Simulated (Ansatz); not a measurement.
A run of Ansatz 0.2.0:

The input input.yaml:

```yaml
crystal:
  lattice:
    - [6.06147, 0.0, 0.0]
    - [-2.48324, 5.5845, 0.0]
    - [-2.28447, -2.42817, 13.72687]
  atoms:
    - { symbol: Ba, position: [0.88251, 0.01561, 0.4732] }
    - { symbol: Ba, position: [0.57886, 0.79688, 0.88922] }
    - { symbol: V, position: [0.26936, 0.1058, 0.98468], spin: 2.0 }
    - { symbol: V, position: [0.11629, 0.5582, 0.33914], spin: 2.0 }
    - { symbol: V, position: [0.60807, 0.30696, 0.66552], spin: 2.0 }
    - { symbol: Tl, position: [0.48361, 0.28991, 0.38373] }
    - { symbol: Tl, position: [0.08311, 0.07485, 0.74869] }
    - { symbol: Tl, position: [0.77279, 0.89398, 0.17719] }
    - { symbol: Tl, position: [0.29791, 0.66599, 0.60107] }
    - { symbol: Tl, position: [0.97201, 0.46636, 0.0474] }
    - { symbol: O, position: [0.02458, 0.05647, 0.04354] }
    - { symbol: O, position: [0.16369, 0.86975, 0.88754] }
    - { symbol: O, position: [0.33585, 0.37289, 0.93818] }
    - { symbol: O, position: [0.53308, 0.10242, 0.04892] }
    - { symbol: O, position: [0.42674, 0.67762, 0.40063] }
    - { symbol: O, position: [0.95197, 0.64202, 0.41211] }
    - { symbol: O, position: [0.00696, 0.24041, 0.32565] }
    - { symbol: O, position: [0.08373, 0.64865, 0.23032] }
    - { symbol: O, position: [0.8589, 0.33214, 0.61652] }
    - { symbol: O, position: [0.63673, 0.58163, 0.7239] }
    - { symbol: O, position: [0.56343, 0.0992, 0.74423] }
    - { symbol: O, position: [0.34984, 0.20226, 0.56862] }
hamiltonian:
  xc: pbe
  pseudopotentials: { kind: paw }
  dispersion: d3bjatm
magnetization:
  spin_polarized: true
kpoints:
  mp_grid: { grid: [4, 4, 2] }
scf:
  occupations: { method: fermi_dirac, width: 0.05 }
output:
  forces: true
  stress: true
  eigenvalues: true
relax:
  f_tol: 0.01
  max_steps: 40
  cell: { stress_tol: 0.05 }
```

Potentials or basis: Ansatz PAW.

The run is started by

```sh
$ ansatz run input.yaml --threads 8 --pin off --max-ram 20480MiB --backend cpu --events-out ev --progress --plain --runs-dir out
```

Hardware: 8 threads of Intel(R) Xeon(R) 6975P-C (Granite Rapids), on a shared host.

Problem. Estimate the wall time of this run.

Solution. Wall time 14 min on 8 threads of Intel(R) Xeon(R) 6975P-C (Granite Rapids), with other jobs on the host, peak memory 3.5 GiB. Counts: scf iterations 451, plane waves 8377, k points 20, bands 123, ion steps 41.
